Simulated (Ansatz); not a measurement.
# InSe2: the cost of one run

Computed with Ansatz 0.2.0 (DFT PBEsol, scalar-relativistic, plane waves, PAW, unless a step's input says otherwise).

2 further runs of the same task are left out: 2 set aside as unsound or not needed.

### 1 The starting structure

The structure is tetragonal, space group P4/nmm (No. 129). The conventional cell has a = 3.833 Å, b = 3.833 Å, c = 9.341 Å, α = 90.00°, β = 90.00°, γ = 90.00°. Around In (site symmetry 4mm) lie 5 Se at 2.79 to 3.16 Å. Se (site symmetry 4mm) is surrounded by 5 In at 2.79 to 3.16 Å. Se (site symmetry -4m2) is surrounded by 4 Se at 2.71 Å.

Coordinates:

```
In Se
1.0
    -3.83279    0.00000    0.00000
     0.00000   -3.83279    0.00000
     0.00000    0.00000   18.68103
In Se
4 8
Direct
  0.00000 0.50000 0.35256
  0.00000 0.50000 0.85256
  0.50000 0.00000 0.14744
  0.50000 0.00000 0.64744
  0.00000 0.50000 0.18349
  0.00000 0.50000 0.68349
  0.50000 0.00000 0.31651
  0.50000 0.00000 0.81651
  0.00000 0.00000 0.50000
  0.00000 0.00000 0.00000
  0.50000 0.50000 0.50000
  0.50000 0.50000 0.00000
```

It goes back to an entry of the Materials Project, which need not be the stable form.

It is built from the cell relaxed beforehand with the same method (22.87 Å³/atom).

### 2 The reference: the undisturbed cell on the scan's mesh

File input.yaml:

```yaml
crystal:
  lattice:
    - [-3.8327851333, 0.0, 0.0]
    - [0.0, -3.8327851333, 0.0]
    - [0.0, 0.0, 18.6810267597]
  atoms:
    - { symbol: In, position: [1.0, 0.5, 0.3525574429] }
    - { symbol: In, position: [1.0, 0.5, 0.8525574429] }
    - { symbol: In, position: [0.5, 1.0, 0.1474425571] }
    - { symbol: In, position: [0.5, 1.0, 0.6474425571] }
    - { symbol: Se, position: [0.0, 0.5, 0.1834939589] }
    - { symbol: Se, position: [0.0, 0.5, 0.6834939589] }
    - { symbol: Se, position: [0.5, 1.0, 0.3165060411] }
    - { symbol: Se, position: [0.5, 1.0, 0.8165060411] }
    - { symbol: Se, position: [1.0, 1.0, 0.5] }
    - { symbol: Se, position: [1.0, 1.0, 0.0] }
    - { symbol: Se, position: [0.5, 0.5, 0.5] }
    - { symbol: Se, position: [0.5, 0.5, 0.0] }
basis:
  ecutwfc: 420
kpoints:
  mp_grid: { grid: [12, 12, 3] }
hamiltonian:
  xc: pbesol
scf:
  occupations: { method: gaussian, width: 0.15 }
output:
  forces: true
  stress: true
  eigenvalues: true
  write_density: true
  write_potential: true
  elf: true
  volumetric_format: npy
```

Started as:

```sh
ansatz run input.yaml --threads 2 --pin off --max-ram 5120MiB --backend cpu --events-out ev --progress --plain --runs-dir out
```

**Question.** How long does this run take on 2 threads of Arm Neoverse V2, shared host, and how much memory does it need?

About 74 s, with a peak of 1.3 GiB.
